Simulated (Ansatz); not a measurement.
**C2H4BNO: basis-set convergence**

An exercise on one series of results from a longer session: the logs are not shown, and one member is left open.

The runs use Ansatz 0.2.0, Gaussian basis; one geometry, several basis sets.

Plan: PBE0-D4/def2-SVP; ωB97M-V/def2-SVP; PBE0-D4/def2-QZVPP; ωB97M-V/def2-QZVPP; the functionals' def2-TZVPP values are taken from earlier runs.

### Structure used throughout

The geometry comes from an earlier relaxation with PBE0-D4 in a triple-zeta def2 set; it is a stationary point, not always the lowest conformer.

SMILES `BCOC#N`, 9 atoms, charge 0, spin multiplicity 1.

Atoms are counted from 1 here; the program's logs count them from 0.

Bond lengths: B1–C2 1.547 Å, B1–H6 1.194 Å, B1–H7 1.191 Å, C2–O3 1.454 Å, C2–H8 1.099 Å, C2–H9 1.099 Å, O3–C4 1.281 Å, C4–N5 1.155 Å. Angles: C2–B1–H6 116.7°, C2–B1–H7 122.0°, H6–B1–H7 121.3°, B1–C2–O3 112.8°, B1–C2–H8 110.2°, B1–C2–H9 110.1°, O3–C2–H8 108.9°, O3–C2–H9 108.9°, H8–C2–H9 105.8°, C2–O3–C4 115.0°, O3–C4–N5 178.5°.

The first run:

Input file in.yaml:

```yaml
crystal:
  periodic: [false, false, false]
  atoms:
    - {symbol: B, position_ang: [0.423235, 1.017682, 1.186606]}
    - {symbol: C, position_ang: [-0.229876, 0.236641, 0.022119]}
    - {symbol: O, position_ang: [0.545130, -0.926099, -0.380788]}
    - {symbol: C, position_ang: [0.042074, -1.604673, -1.343609]}
    - {symbol: N, position_ang: [-0.387910, -2.235745, -2.210210]}
    - {symbol: H, position_ang: [-0.155195, 1.987225, 1.574017]}
    - {symbol: H, position_ang: [1.452621, 0.674543, 1.677599]}
    - {symbol: H, position_ang: [-1.239923, -0.090423, 0.305124]}
    - {symbol: H, position_ang: [-0.361655, 0.894549, -0.847960]}
basis:
  gaussian: {orbitals: def2-SVP}
hamiltonian: {xc: pbe0, dispersion: d4}
output: {orbitals: {seedname: orbitals}}
```

On the command line:

```console
$ ansatz run in.yaml --threads 2 --pin off --events-out ev --progress --plain --max-ram 4352MiB
```

Steps of the session up to this table: PBE0-D4 in def2-SVP; ωB97M-V in def2-SVP; PBE0-D4 in def2-QZVPP; ωB97M-V in def2-QZVPP.

One of the session's tables, all rows but one given; the rest of the session is left out.

It belongs to the step «Functionals by basis». 

| functional | basis | HOMO (eV) | LUMO (eV) |
| --- | --- | --- | --- |
| PBE0-D4 | def2-SVP | -8.40 | -2.19 |
| PBE0-D4 | def2-TZVPP | -8.52 | -2.28 |
| PBE0-D4 | def2-QZVPP | -8.55 | -2.29 |
| ωB97M-V | def2-SVP | ? | ? |
| ωB97M-V | def2-TZVPP | -10.84 | -0.31 |
| ωB97M-V | def2-QZVPP | -10.87 | -0.37 |

Estimate the missing values for ωB97M-V, def2-SVP.

**Answer.** HOMO (eV): -10.69; LUMO (eV): -0.09. In the column «HOMO (eV)» it lies between ωB97M-V, def2-TZVPP (-10.84) and PBE0-D4, def2-QZVPP (-8.55).
